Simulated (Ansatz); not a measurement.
**CH₅AlOSi: single points with varied inputs**

Aim: run CH₅AlOSi under a spread of inputs, and see what each costs and gives.

Program: Ansatz 0.2.0, Gaussian basis. Level of theory: the settings change from run to run. These are calculated values, not measurements.

## (1) The geometry

The geometry comes from an earlier relaxation with PBE0-D4 in a triple-zeta def2 set; it is a stationary point, not always the lowest conformer.

9 atoms, charge 0, spin multiplicity 1.

Atoms are counted from 1 here; the program's logs count them from 0.

Bond lengths: Si1–Al2 2.434 Å, Si1–H5 1.487 Å, Si1–H6 1.487 Å, Si1–H7 1.486 Å, Al2–C3 1.890 Å, Al2–O4 1.714 Å, C3–O4 1.475 Å, C3–H8 1.091 Å, C3–H9 1.091 Å. Angles: Al2–Si1–H5 109.3°, Al2–Si1–H6 109.3°, Al2–Si1–H7 111.3°, H5–Si1–H6 108.5°, H5–Si1–H7 109.2°, H6–Si1–H7 109.2°, Si1–Al2–C3 173.9°, Si1–Al2–O4 138.1°, C3–Al2–O4 48.0°, Al2–C3–O4 59.7°, Al2–C3–H8 123.3°, Al2–C3–H9 123.2°, O4–C3–H8 112.9°, O4–C3–H9 112.8°, H8–C3–H9 111.4°, Al2–O4–C3 72.3°.

## (2) wPBEh/pcseg-2

Options: coordinates scaled by 0.92.

Contents of in.yaml:

```yaml
crystal:
  periodic: [false, false, false]
  atoms:
    - {symbol: Si, position_ang: [-0.662814, 1.354616, -1.169750]}
    - {symbol: Al, position_ang: [0.114784, -0.234271, 0.203618]}
    - {symbol: C, position_ang: [0.564043, -1.445983, 1.367451]}
    - {symbol: O, position_ang: [1.385669, -1.159935, 0.325891]}
    - {symbol: H, position_ang: [-1.850512, 0.942375, -1.710308]}
    - {symbol: H, position_ang: [-0.884415, 2.501067, -0.456234]}
    - {symbol: H, position_ang: [0.223597, 1.615897, -2.177500]}
    - {symbol: H, position_ang: [0.217821, -2.387412, 1.343703]}
    - {symbol: H, position_ang: [0.973247, -1.228951, 2.257490]}
basis:
  gaussian: {orbitals: pcseg-2}
hamiltonian: {xc: {name: wPBEh}}
output: {forces: true}
```

Run with:

```bash
$ ansatz run in.yaml --threads 2 --pin off --events-out ev --progress --plain --max-ram 4352MiB
```

Output:

```text
Functional definition: wPBEh
  name "wPBEh"
  cite "Heyd, Scuseria & Ernzerhof, J. Chem. Phys. 118, 8207 (2003) doi:10.1063/1.1564060"
  cite "Krukau, Vydrov, Izmaylov & Scuseria, J. Chem. Phys. 125, 224106 (2006) doi:10.1063/1.2404663"
  cite "Heyd & Scuseria, J. Chem. Phys. 120, 7274 (2004) doi:10.1063/1.1668634"
  cite "Ernzerhof & Perdew, J. Chem. Phys. 109, 3313 (1998) doi:10.1063/1.476928"
  cite "Perdew, Burke & Ernzerhof, Phys. Rev. Lett. 77, 3865 (1996) doi:10.1103/PhysRevLett.77.3865"
  parent pbe
  parameter a = 0.25
  parameter omega = 0.11/bohr
  exchange = wpbe_x - a*pbe_x_sr(omega) + a*exact_x_sr(omega)
  correlation = pbe_c
1143 factors; their error is unknown
87 factors; integrals over basis functions are off by at most 1.1e-6 eV
mean field evaluation 1: about -17619.0898 eV, gradient 7.2e1 eV
mean field evaluation 2: about -17525.4722 eV, gradient 1.9e2 eV
mean field evaluation 4: about -17629.8904 eV, gradient 1.6e1 eV
mean field evaluation 8: about -17630.3802 eV, gradient 2.0e-1 eV
mean field evaluation 16: about -17630.4536 eV, gradient 2.3e-4 eV
mean field -17630.45364806 eV, -647.9072212154 hartree, gradient 4.0e-5 eV, S^2 0.000000; 0 other end points of the search recorded, 0 dependent functions left out
the calculation of the forces begins
reference -17630.45370909 eV, -647.9072234583 hartree; 23, 23 occupied and 175, 175 virtual orbitals, 1143 factors
Total energy: -17630.45370909 eV, -647.9072234583 hartree
Atom 0 at    -0.662814     1.354616    -1.169750 Å, force     0.235677    -0.326567     0.228532 eV/Å
Atom 1 at     0.114784    -0.234271     0.203618 Å, force    -3.730232     3.429770    -1.259809 eV/Å
Atom 2 at     0.564043    -1.445983     1.367451 Å, force    -1.305584    -0.591672     1.827608 eV/Å
Atom 3 at     1.385669    -1.159935     0.325891 Å, force     5.928547    -1.747808    -2.686956 eV/Å
Atom 4 at    -1.850512     0.942375    -1.710308 Å, force    -2.435271    -0.830998    -1.109453 eV/Å
Atom 5 at    -0.884415     2.501067    -0.456234 Å, force    -0.463090     2.353108     1.450505 eV/Å
Atom 6 at     0.223597     1.615897    -2.177500 Å, force     1.808859     0.552540    -2.080697 eV/Å
Atom 7 at     0.217821    -2.387412     1.343703 Å, force    -1.420991    -3.568487     0.119058 eV/Å
Atom 8 at     0.973247    -1.228951     2.257490 Å, force     1.382085     0.730114     3.511212 eV/Å
Dipole moment:    -0.384891     0.316351    -0.082292 e Å
```

Run time: 5.5 s. Hardware: 2 threads of Arm Neoverse V1, shared host; peak memory 0.44 GiB.

Largest force 6.740 eV/Å, dipole 2.43 D.

## (3) PBE-QIDH/aug-pcseg-2

This run has unrestricted orbitals.

Contents of in.yaml:

```yaml
crystal:
  periodic: [false, false, false]
  atoms:
    - {symbol: Si, position_ang: [-0.720450, 1.472409, -1.271468]}
    - {symbol: Al, position_ang: [0.124765, -0.254643, 0.221324]}
    - {symbol: C, position_ang: [0.613090, -1.571720, 1.486359]}
    - {symbol: O, position_ang: [1.506162, -1.260799, 0.354230]}
    - {symbol: H, position_ang: [-2.011426, 1.024321, -1.859030]}
    - {symbol: H, position_ang: [-0.961320, 2.718552, -0.495907]}
    - {symbol: H, position_ang: [0.243041, 1.756410, -2.366848]}
    - {symbol: H, position_ang: [0.236762, -2.595013, 1.460546]}
    - {symbol: H, position_ang: [1.057877, -1.335816, 2.453793]}
basis:
  gaussian: {orbitals: aug-pcseg-2}
magnetization: {spin_polarized: true, initial_magnetization: 0}
hamiltonian: {xc: {name: PBE-QIDH}}
output: {forces: true}
```

The command is unchanged.

Output:

```text
Functional definition: PBE-QIDH
  name "PBE-QIDH"
  cite "Brémond, Sancho-García, Pérez-Jiménez & Adamo, J. Chem. Phys. 141, 031101 (2014) doi:10.1063/1.4890314"
  cite "Perdew, Burke & Ernzerhof, Phys. Rev. Lett. 77, 3865 (1996) doi:10.1103/PhysRevLett.77.3865"
  parameter a = 3^(-1/3)
  parameter c = 1/3
  exchange = (1 - a)*pbe_x + a*exact_x
  correlation = (1 - c)*pbe_c + c*(mp2_os + mp2_ss)
1902 factors; integrals over basis functions are off by at most 8.1e-4 eV
mean field evaluation 1: about -17613.1666 eV, gradient 3.6e1 eV
mean field evaluation 2: about -17613.2683 eV, gradient 3.6e1 eV
mean field evaluation 4: about -17619.1397 eV, gradient 5.1e0 eV
mean field evaluation 8: about -17619.2670 eV, gradient 3.7e-1 eV
mean field evaluation 16: about -17619.2683 eV, gradient 1.1e-4 eV
mean field -17619.26825872 eV, -647.4961657390 hartree, gradient 7.3e-6 eV, S^2 0.000000; 0 other end points of the search recorded, 0 dependent functions left out
12 core orbitals not correlated: weight in the atoms' cores, before any rotation towards them, 1.000 or more for the frozen orbitals, at most 0.000 for the correlated occupied ones
reference -17619.26827963 eV, -647.4961665074 hartree; 11, 11 occupied and 284, 284 virtual orbitals, 1902 factors
second order -18.63807893 eV of doubles, -0.00000000 eV of singles
the calculation of the forces begins
Total energy: -17625.48097261 eV, -647.7244787632 hartree
Atom 0 at    -0.720450     1.472409    -1.271468 Å, force    -0.090668     0.134819    -0.097286 eV/Å
Atom 1 at     0.124765    -0.254643     0.221324 Å, force     0.163836    -0.146887     0.050249 eV/Å
Atom 2 at     0.613090    -1.571720     1.486359 Å, force    -0.057397    -0.039801     0.099477 eV/Å
Atom 3 at     1.506162    -1.260799     0.354230 Å, force    -0.120810     0.042488     0.045613 eV/Å
Atom 4 at    -2.011426     1.024321    -1.859030 Å, force     0.145044     0.049963     0.064716 eV/Å
Atom 5 at    -0.961320     2.718552    -0.495907 Å, force     0.027821    -0.138418    -0.087520 eV/Å
Atom 6 at     0.243041     1.756410    -2.366848 Å, force    -0.103819    -0.046040     0.137317 eV/Å
Atom 7 at     0.236762    -2.595013     1.460546 Å, force     0.099991     0.197954    -0.007563 eV/Å
Atom 8 at     1.057877    -1.335816     2.453793 Å, force    -0.063997    -0.054077    -0.205003 eV/Å
Dipole moment:    -0.475083     0.388390    -0.098588 e Å
```

Wall time 80 s (2 threads of Arm Neoverse V1, shared host); peak memory 1.7 GiB.

Largest force 0.226 eV/Å, dipole 2.99 D, ⟨S²⟩ 0.000.

## (4) wPBEh/def2-TZVPD

Set apart from the defaults: atoms shaken by 0.15 Å.

Contents of in.yaml:

```yaml
crystal:
  periodic: [false, false, false]
  atoms:
    - {symbol: Si, position_ang: [-0.426605, 1.368894, -1.425931]}
    - {symbol: Al, position_ang: [0.112211, -0.141572, 0.552195]}
    - {symbol: C, position_ang: [0.889291, -1.648720, 1.633348]}
    - {symbol: O, position_ang: [1.386472, -1.316797, 0.469655]}
    - {symbol: H, position_ang: [-2.103666, 0.781038, -1.800893]}
    - {symbol: H, position_ang: [-0.985420, 2.766950, -0.208222]}
    - {symbol: H, position_ang: [0.196264, 1.688355, -2.603253]}
    - {symbol: H, position_ang: [0.400625, -2.590138, 1.583275]}
    - {symbol: H, position_ang: [0.871019, -1.387226, 2.673093]}
basis:
  gaussian: {orbitals: def2-TZVPD}
hamiltonian: {xc: {name: wPBEh}}
```

Launched as before.

Output:

```text
Functional definition: wPBEh
  name "wPBEh"
  cite "Heyd, Scuseria & Ernzerhof, J. Chem. Phys. 118, 8207 (2003) doi:10.1063/1.1564060"
  cite "Krukau, Vydrov, Izmaylov & Scuseria, J. Chem. Phys. 125, 224106 (2006) doi:10.1063/1.2404663"
  cite "Heyd & Scuseria, J. Chem. Phys. 120, 7274 (2004) doi:10.1063/1.1668634"
  cite "Ernzerhof & Perdew, J. Chem. Phys. 109, 3313 (1998) doi:10.1063/1.476928"
  cite "Perdew, Burke & Ernzerhof, Phys. Rev. Lett. 77, 3865 (1996) doi:10.1103/PhysRevLett.77.3865"
  parent pbe
  parameter a = 0.25
  parameter omega = 0.11/bohr
  exchange = wpbe_x - a*pbe_x_sr(omega) + a*exact_x_sr(omega)
  correlation = pbe_c
1203 factors; their error is unknown
170 factors; integrals over basis functions are off by at most 6.2e-7 eV
mean field evaluation 1: about -17616.3466 eV, gradient 7.1e1 eV
mean field evaluation 2: about -17469.5008 eV, gradient 2.2e2 eV
mean field evaluation 4: about -17627.6067 eV, gradient 2.6e1 eV
mean field evaluation 8: about -17628.8504 eV, gradient 1.1e-1 eV
mean field evaluation 16: about -17628.8650 eV, gradient 8.7e-5 eV
mean field -17628.86504288 eV, -647.8488410519 hartree, gradient 4.0e-5 eV, S^2 0.000000; 0 other end points of the search recorded, 0 dependent functions left out
reference -17628.86510149 eV, -647.8488432057 hartree; 23, 23 occupied and 185, 185 virtual orbitals, 1203 factors
Total energy: -17628.86510149 eV, -647.8488432057 hartree
```

Run time: 5.5 s. Hardware: 2 threads of Arm Neoverse V1, shared host; peak memory 0.4 GiB.

## (5) r2SCAN0/def2-TZVPP

Contents of in.yaml:

```yaml
crystal:
  periodic: [false, false, false]
  atoms:
    - {symbol: Si, position_ang: [-0.720450, 1.472409, -1.271468]}
    - {symbol: Al, position_ang: [0.124765, -0.254643, 0.221324]}
    - {symbol: C, position_ang: [0.613090, -1.571720, 1.486359]}
    - {symbol: O, position_ang: [1.506162, -1.260799, 0.354230]}
    - {symbol: H, position_ang: [-2.011426, 1.024321, -1.859030]}
    - {symbol: H, position_ang: [-0.961320, 2.718552, -0.495907]}
    - {symbol: H, position_ang: [0.243041, 1.756410, -2.366848]}
    - {symbol: H, position_ang: [0.236762, -2.595013, 1.460546]}
    - {symbol: H, position_ang: [1.057877, -1.335816, 2.453793]}
basis:
  gaussian: {orbitals: def2-TZVPP}
hamiltonian: {xc: {name: r2SCAN0}}
output: {forces: true}
```

Launched as before.

Output:

```text
Functional definition: r2SCAN0
  name "r2SCAN0"
  cite "Bursch, Neugebauer, Ehlert & Grimme, J. Chem. Phys. 156, 134105 (2022) doi:10.1063/5.0086040"
  cite "Furness, Kaplan, Ning, Perdew & Sun, J. Phys. Chem. Lett. 11, 8208 (2020) doi:10.1021/acs.jpclett.0c02405"
  cite "Furness, Kaplan, Ning, Perdew & Sun, J. Phys. Chem. Lett. 11, 9248 (2020) doi:10.1021/acs.jpclett.0c03077"
  parent r2scan
  parameter a = 0.25
  parameter k0 = 0.174
  parameter k1 = 0.065
  parameter a1 = 4.9479
  exchange = (1 - a)*r2scan_x(k0 = k0, k1 = k1, a1 = a1) + a*exact_x
  correlation = r2scan_c
1217 factors; their error is unknown
mean field evaluation 1: about -17629.1880 eV, gradient 5.9e1 eV
mean field evaluation 2: about -17549.8205 eV, gradient 1.8e2 eV
mean field evaluation 4: about -17636.5179 eV, gradient 1.5e1 eV
mean field evaluation 8: about -17636.9415 eV, gradient 2.1e-1 eV
mean field evaluation 16: about -17636.9676 eV, gradient 9.1e-5 eV
mean field -17636.96763269 eV, -648.1466057355 hartree, gradient 2.7e-5 eV, S^2 0.000000; 0 other end points of the search recorded, 0 dependent functions left out
the calculation of the forces begins
reference -17636.96764424 eV, -648.1466061599 hartree; 23, 23 occupied and 193, 193 virtual orbitals, 1217 factors
Total energy: -17636.96764424 eV, -648.1466061599 hartree
Atom 0 at    -0.720450     1.472409    -1.271468 Å, force    -0.039600     0.064881    -0.049662 eV/Å
Atom 1 at     0.124765    -0.254643     0.221324 Å, force     0.224115    -0.194793     0.060454 eV/Å
Atom 2 at     0.613090    -1.571720     1.486359 Å, force    -0.026459    -0.023797     0.053434 eV/Å
Atom 3 at     1.506162    -1.260799     0.354230 Å, force    -0.229272     0.115673     0.042702 eV/Å
Atom 4 at    -2.011426     1.024321    -1.859030 Å, force     0.112286     0.044786     0.048787 eV/Å
Atom 5 at    -0.961320     2.718552    -0.495907 Å, force     0.018513    -0.106016    -0.073304 eV/Å
Atom 6 at     0.243041     1.756410    -2.366848 Å, force    -0.087001    -0.023171     0.095830 eV/Å
Atom 7 at     0.236762    -2.595013     1.460546 Å, force     0.083974     0.169123    -0.004642 eV/Å
Atom 8 at     1.057877    -1.335816     2.453793 Å, force    -0.056554    -0.046685    -0.173599 eV/Å
Dipole moment:    -0.455485     0.372840    -0.095159 e Å
```

Run time: 8 s. Hardware: 2 threads of Arm Neoverse V1, shared host; peak memory 0.52 GiB.

Largest force 0.303 eV/Å, dipole 2.86 D.

(Part 1 of 2 ends here.)
